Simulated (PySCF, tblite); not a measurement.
**C6H8ClO radical: geometry, infrared bands and EPR parameters**

Aim: predict the infrared bands and EPR parameters of C6H8ClO radical (`COC1=C[C](Cl)CC1`).

Computed with tblite 0.8.0 and PySCF 2.14.0, with density-fitted response routines of our own, on a single molecule in the gas phase. Atoms are numbered from 0 throughout.

## 1. Starting geometry

16 atoms, charge 0, multiplicity 2; geometry from: force field or distance geometry start.

Bonds of the start (Å): C0–O1 1.43, O1–C2 1.35, C2–C3 1.35, C3–C4 1.43, C4–Cl5 1.69, C4–C6 1.48, C6–C7 1.54, C7–C2 1.50, C0–H8 1.09, C0–H9 1.10, C0–H10 1.10, C3–H11 1.07, C6–H12 1.09, C6–H13 1.09, C7–H14 1.09, C7–H15 1.10.

## 2. Relaxing the molecule with GFN2-xTB

Job settings and geometry (Å):

```
{"job": {"kind": "relax", "xc": "GFN2-xTB", "basis": "xTB"}, "charge": 0, "multiplicity": 2}
C      2.656400     0.154700     0.137500
O      1.580400    -0.785200     0.129200
C      0.333400    -0.282600     0.045100
C     -0.092300     0.998500    -0.064800
C     -1.516100     1.007000    -0.125200
Cl    -2.477700     2.390200    -0.268600
C     -2.068400    -0.367400    -0.083000
C     -0.813100    -1.249500     0.044000
H      3.595000    -0.395500     0.222300
H      2.567800     0.830200     1.002800
H      2.664000     0.721900    -0.800500
H      0.514600     1.876500    -0.075600
H     -2.638400    -0.610000    -0.976400
H     -2.722700    -0.506000     0.783200
H     -0.748700    -1.936400    -0.805000
H     -0.841800    -1.837800     0.977900
```

On the command line:

```
$ OMP_NUM_THREADS=1 python probes_run.py task.json out
```

One launch serves the whole session: the jobs run in the order shown.

Output:

```text
step      E/eV     max force
  0    -693.52639    1.658
  1    -693.57819    0.344
  2    -693.58376    0.198
  3    -693.58914    0.172
  4    -693.59328    0.186
  5    -693.59532    0.132
  6    -693.59625    0.087
  7    -693.59678    0.058
  8    -693.59712    0.045
  9    -693.59728    0.034
 10    -693.59735    0.017
 11    -693.59738    0.015
 12    -693.59740    0.014
 13    -693.59742    0.010
```

It took 0.09 s on 1 thread of Intel Xeon 6975P-C, shared host.

The steps of the relaxation:

| step | energy from step 0 (eV) | largest force (eV/Å) |
| --- | --- | --- |
| 0 | 0.0000 | 1.6582 |
| 1 | -0.0518 | 0.3441 |
| 2 | -0.0574 | 0.1981 |
| 3 | -0.0628 | 0.1724 |
| 4 | -0.0669 | 0.1857 |
| 5 | -0.0689 | 0.1323 |
| 6 | -0.0699 | 0.0872 |
| 7 | -0.0704 | 0.0578 |
| 8 | -0.0707 | 0.0447 |
| 9 | -0.0709 | 0.0342 |
| 10 | -0.0710 | 0.0168 |
| 11 | -0.0710 | 0.0145 |
| 12 | -0.0710 | 0.0139 |
| 13 | -0.0710 | 0.0096 |

Distances of close pairs at the start and the end, largest changes first:

| bond | before (Å) | after (Å) | change (Å) |
| --- | --- | --- | --- |
| C3–C4 | 1.425 | 1.384 | -0.041 |
| C2–C3 | 1.354 | 1.376 | +0.022 |
| C0–O1 | 1.429 | 1.408 | -0.020 |
| C4–C6 | 1.482 | 1.498 | +0.016 |
| C4–Cl5 | 1.691 | 1.705 | +0.014 |
| C7–H15 | 1.104 | 1.092 | -0.012 |
| C0–H9 | 1.101 | 1.094 | -0.007 |
| C3–H11 | 1.067 | 1.074 | +0.007 |

The end geometry stands in the next job.

## 3. Vibrational analysis with GFN2-xTB

Job settings and geometry (Å):

```
{"job": {"kind": "ir", "xc": "GFN2-xTB", "basis": "xTB"}, "charge": 0, "multiplicity": 2}
C      2.643703     0.154385     0.137732
O      1.594341    -0.784879     0.136008
C      0.336815    -0.293215     0.043158
C     -0.108054     1.005438    -0.058061
C     -1.489932     1.015132    -0.129306
Cl    -2.477361     2.398037    -0.267892
C     -2.060614    -0.368442    -0.075554
C     -0.812796    -1.262545     0.043317
H      3.564123    -0.420361     0.221119
H      2.560835     0.838778     0.987641
H      2.657368     0.734869    -0.789869
H      0.501293     1.889815    -0.080213
H     -2.642047    -0.592823    -0.974144
H     -2.732715    -0.487029     0.778809
H     -0.726182    -1.962654    -0.790326
H     -0.816375    -1.855564     0.960458
```

Output:

```text
mode    cm-1     km/mol
  1      91.9      3.96
  2     119.6      0.01
  3     140.0      2.70
  4     161.8      2.03
  5     194.6      0.01
  6     295.3      7.14
  7     297.5      2.82
  8     412.5      3.52
  9     428.0      0.96
 10     444.3      0.07
 11     603.8     14.51
 12     793.3     15.20
 13     830.0     38.45
 14     842.4      2.73
 15     900.3     45.34
 16     982.2      1.14
 17    1029.6     15.13
 18    1036.7      8.63
 19    1087.5     59.20
 20    1103.6      0.06
 21    1118.1      1.64
 22    1153.9      7.75
 23    1166.5      0.52
 24    1204.0     14.04
 25    1230.3     55.58
 26    1271.3     47.77
 27    1291.7     16.08
 28    1397.6      3.51
 29    1415.8     61.95
 30    1455.1      4.22
 31    1462.2      6.59
 32    1474.3     10.83
 33    1477.1      0.32
 34    1536.5    331.15
 35    2918.7      5.71
 36    2934.4     32.01
 37    2945.8     28.63
 38    2950.3     34.81
 39    2952.3     31.01
 40    2973.9     24.40
 41    3031.9     14.96
 42    3145.9     13.10
```

It took 0.44 s on 1 thread of Intel Xeon 6975P-C, shared host.

Which atoms move in the most intense modes:

| cm⁻¹ | km/mol | atoms |
| --- | --- | --- |
| 830 | 38.5 | C3 31 %, C6 29 %, C4 23 % |
| 900 | 45.3 | C7 32 %, C3 30 % |
| 1088 | 59.2 | O1 22 %, C4 20 %, C0 15 % |
| 1230 | 55.6 | H15 22 %, H14 22 %, C2 20 % |
| 1271 | 47.8 | C2 22 %, C6 22 %, H12 14 %, H13 14 % |
| 1416 | 62.0 | C4 38 %, C3 32 % |
| 1536 | 331.1 | C2 60 %, C3 22 % |
| 2950 | 34.8 | H10 45 %, H9 45 % |

## 4. EPR parameters: B3LYP/pcH-1

Settings changed since step 3:

```diff
@@ -1,2 +1,2 @@
-{"job": {"kind": "ir", "xc": "GFN2-xTB", "basis": "xTB"}, "charge": 0, "multiplicity": 2}
+{"job": {"kind": "epr", "basis": "pcH-1"}, "charge": 0, "multiplicity": 2}
 C      2.643703     0.154385     0.137732
```

With the program's defaults for keys left out, this is: UKS B3LYP, pcH-1 on C Cl H O, non-relativistic, mean-field spin-orbit, GIAO.

Output:

```text
UKS, coarse grid
  cycle   1  E = -768.76878239  |g| = 4.26e-01
  cycle   2  E = -768.71202958  |g| = 5.83e-01
  cycle   3  E = -768.83249609  |g| = 1.15e-01
  cycle   4  E = -768.83672533  |g| = 5.22e-02
  cycle   5  E = -768.83797661  |g| = 1.60e-02
  cycle   6  E = -768.83810885  |g| = 6.29e-03
  cycle   7  E = -768.83813924  |g| = 3.08e-03
  cycle   8  E = -768.83814721  |g| = 1.19e-03
  cycle   9  E = -768.83814822  |g| = 3.87e-04
UKS, final grid
  cycle   1  E = -768.83810468  |g| = 4.92e-04
  cycle   2  E = -768.83810455  |g| = 7.06e-04
  cycle   3  E = -768.83810480  |g| = 6.88e-05
  cycle   4  E = -768.83810480  |g| = 2.27e-05
E = -768.83810480 Eh   <S^2> = 0.7697 (exact 0.7500)
g shifts (ppm)      1          2          3
  rmc          -190       -190       -190
  gc             -6         46         32
  oz_so        -457       3209       4558
  total        -653       3065       4399
hyperfine (MHz)  atom isotope    a_iso     a_fc   dipolar eigenvalues
    0   13C      -2.52      -2.52     -0.81     -0.56      1.36
    1   17O     -11.79     -11.86    -34.47     16.23     18.23
    2   13C      46.07      46.09    -42.58    -41.90     84.48
    3   13C     -44.06     -44.09    -23.10     10.41     12.69
    4   13C      72.64      72.30    -57.98    -56.78    114.76
    5  35Cl       2.78       2.97    -19.07    -10.37     29.44
    6   13C     -21.15     -21.17     -0.58     -0.07      0.65
    7   13C     -15.79     -15.80     -0.38     -0.34      0.72
    8    1H      -1.16      -1.16     -1.92     -1.53      3.46
    9    1H       6.32       6.32     -2.21     -1.79      4.00
   10    1H       6.38       6.37     -2.20     -1.78      3.99
   11    1H       9.10       9.08     -4.45     -0.07      4.52
   12    1H      64.30      64.29     -3.64     -2.18      5.82
   13    1H      64.34      64.33     -3.64     -2.19      5.83
   14    1H      47.87      47.87     -3.22     -1.51      4.73
   15    1H      47.88      47.88     -3.22     -1.51      4.73
```

Run time: 63 s. Hardware: 1 thread of Intel Xeon 6975P-C, shared host; peak memory 0.96 GiB.

Principal g values 2.00167, 2.00538, 2.00672; g(iso) = 2.00459, against 2.00232 for a free electron.

Mean a(iso) over the nuclei that a row names, and the largest dipolar term of the row (other rows stand at the frozen geometry):

```csv
nuclei,isotope,a(iso) (MHz),"a(iso) (G, at g = 2.0023)",largest dipolar term (MHz)
C4,13C,72.6,25.9,114.8
"H12, H13",1H,64.3,23.0,5.8
"H14, H15",1H,47.9,17.1,4.7
C2,13C,46.1,16.4,84.5
C3,13C,-44.1,-15.7,-23.1
C6,13C,-21.1,-7.5,0.6
C7,13C,-15.8,-5.6,0.7
O1,17O,-11.8,-4.2,-34.5
H11,1H,9.1,3.2,4.5
"H8, H9, H10",1H,3.8,1.4,4.0
Cl5,35Cl,2.8,1.0,29.4
C0,13C,-2.5,-0.9,1.4
```

Mulliken spin populations:

C0 -0.01; O1 0.06; C2 0.46; C3 -0.20; C4 0.62; Cl5 0.04; C6 -0.05; C7 -0.04; H8 0.00; H9 0.01; H10 0.01; H11 0.01; H12 0.03; H13 0.03; H14 0.02; H15 0.02

In first order the couplings over 0.8 MHz of 1H, 35Cl give 288 distinct lines over 90.4 G, if the averaged nuclei exchange fast.

Orbitals, density, ELF and potential are computed afterwards from the orbital file.

ELF in a plane through or near 10 of the atoms.

Ten even steps from ' ' (0.00) to '@' (1.00):
```
                                                        
                                                        
                                                        
                                                        
                                                        
                  ::--..    ::==--..                    
        ..==    ..**##++    ==****--..                  
      ::@@@@%%..::%%%%##::::++==::++--....              
      ##@@@@@@%%==##++****==@@==**@@++++++::            
      ==@@@@@@--::##****::%%++::====%%--**--            
        --++++..::==....**%%**..--%%======..            
            ::++**==    ++--..%%--==##--                
              ..::    ##@@##--%%::..**------..          
                    --@@@@@@==::--%%**++%%%%**..        
                    --@@@@@@..  ==##--****%%##..        
                      **##::  ..##%%--..####==          
                              ::**%%%%##++--..          
                              ..::====--..              
                                  ....                  
                                                        
```
The map spans 12.3 Å across and 10.3 Å up, centred on the molecule. Atoms in the plane (x, y in Å): C0 (-2.7, 0.0), O1 (-1.5, 0.9), C2 (-0.3, 0.3), C3 (0.0, -1.0), C4 (1.4, -1.1), Cl5 (2.3, -2.6), C6 (2.1, 0.2), C7 (0.9, 1.2), H8 (-3.5, 0.6), H11 (-0.6, -1.9).

log10 of the density (e/Å³) in the same plane.

Ten even steps from '0' (-4.0) to '9' (1.7):
```
0000000000000000000000000000
0000000000000000000000000000
0000000000000000000000000000
0000000000000122221000000000
0000000001222234432210000000
0000112234443455554321000000
0001233345554466654332200000
0012455557876679866544310000
0013467667987777777665321000
0013467787777976679765421000
0012456786667776677765321000
0002345666556777787654320000
0000234554457777777654421000
0000022333457766677776431000
0000011222455555679976532000
0000000001234434577876431000
0000000000112223556655321000
0000000000000012344443210000
0000000000000001233322100000
0000000000000000011110000000
```
The map spans 12.3 Å across and 10.3 Å up, centred on the molecule. Atoms in the plane (x, y in Å): C0 (-2.7, 0.0), O1 (-1.5, 0.9), C2 (-0.3, 0.3), C3 (0.0, -1.0), C4 (1.4, -1.1), Cl5 (2.3, -2.6), C6 (2.1, 0.2), C7 (0.9, 1.2), H8 (-3.5, 0.6), H11 (-0.6, -1.9).

On the surface of density 0.002 e/bohr³ the electrostatic potential runs, from the 1st to the 99th percentile, from -0.95 V near O1 to 1.02 V near H11.

The spin density lies nearest to C4 37 %; C2 27 %; C3 8 % (beta excess); Cl5 7 %.

## 5. What came out

| quantity | value |
| --- | --- |
| strongest single infrared mode (GFN2-xTB) | 1536 cm⁻¹, 331 km/mol |
| zero-point energy (GFN2-xTB) | 77.6 kcal/mol |
| g(iso) (B3LYP) | 2.00459 |
| ⟨S²⟩ | 0.770 (exact 0.75) |
| largest a(iso) (averaged by class) | 13C on C4, 72.6 MHz |
| surface potential, 1st and 99th percentile | -0.95 V and 1.02 V |

Over 13 steps the energy fell by 0.071 eV; of the close pairs, C3–C4 changed most, 1.425 to 1.384 Å. All 42 modes are real, so the xTB geometry is a minimum. The strongest single mode, at 1536 cm⁻¹, moves mainly C2. GFN2-xTB is a fitted tight-binding method: band positions and strengths are rough. Its intensities can rank the bands wrongly. The largest spin populations lie on C4 (0.62 e), C2 (0.46 e). The isotropic g lies 2.3 ppt above the free-electron value.
